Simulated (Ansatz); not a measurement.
# Cl2GaH5OSi: the cost of one run

Method: RKS LDA/def2-SVP, in Ansatz 0.2.0.

## 1. Starting point

Bond lengths: Ga1–Cl3 2.240 Å, Ga1–Cl4 2.240 Å, Ga1–O5 2.090 Å, O5–Si6 1.680 Å, Si6–H7 1.460 Å, Si6–H8 1.460 Å, Si6–H9 1.460 Å. Angles: Cl3–Ga1–Cl4 120.0°, Cl3–Ga1–O5 97.0°, Cl4–Ga1–O5 101.2°, Ga1–O5–Si6 125.0°, O5–Si6–H7 109.5°, O5–Si6–H8 109.5°, O5–Si6–H9 109.5°, H7–Si6–H8 109.4°, H7–Si6–H9 109.4°, H8–Si6–H9 109.4°.

As a file:

```xyz
10

Ga    0.0000    0.0000    0.0000
H     0.0000    0.0000    1.9200
Cl    1.9398    0.0000   -1.1200
Cl   -1.9398    0.0000   -1.1200
O     0.0874   -1.9815    0.6590
Si   -0.6827   -3.2781   -0.0814
H     0.2221   -4.4232   -0.1229
H    -1.8795   -3.6315    0.6764
H    -1.0608   -2.9079   -1.4422
H     0.0441   -1.0002    1.8157
```

## 2. Pulling towards end A

Springs on the bonds that form and break draw the guess towards this end; the thresholds are loose.

Input file input.yaml:

```yaml
crystal:
  periodic: [false, false, false]
  atoms:
    - { symbol: Ga, position_ang: [0.0, 0.0, 0.0] }
    - { symbol: H, position_ang: [0.0, 0.0, 1.92] }
    - { symbol: Cl, position_ang: [1.9398, 0.0, -1.12] }
    - { symbol: Cl, position_ang: [-1.9398, 0.0, -1.12] }
    - { symbol: O, position_ang: [0.0874, -1.9815, 0.659] }
    - { symbol: Si, position_ang: [-0.6827, -3.2781, -0.0814] }
    - { symbol: H, position_ang: [0.2221, -4.4232, -0.1229] }
    - { symbol: H, position_ang: [-1.8795, -3.6315, 0.6764] }
    - { symbol: H, position_ang: [-1.0608, -2.9079, -1.4422] }
    - { symbol: H, position_ang: [0.0441, -1.0002, 1.8157] }
basis:
  gaussian: { orbitals: def2-SVP }
hamiltonian:
  xc: lda
relax:
  f_tol: 0.15
  max_steps: 25
  restrain:
    - { distance: [0, 4], at: 2.99, k: 30.0 }
    - { distance: [9, 1], at: 1.86, k: 30.0 }
    - { distance: [0, 1], at: 1.57, k: 30.0 }
    - { distance: [9, 4], at: 1.01, k: 30.0 }
output:
  orbitals: {}
```

Started as:

```
> ansatz run input.yaml --threads 4 --pin off --max-ram 5120MiB --backend cpu --events-out ev --progress --plain --runs-dir out
```

**Question.** How long does this run take on 4 threads of Arm Neoverse V1, shared host, and how much memory does it need?

About 14 s, with a peak of 0.19 GiB.
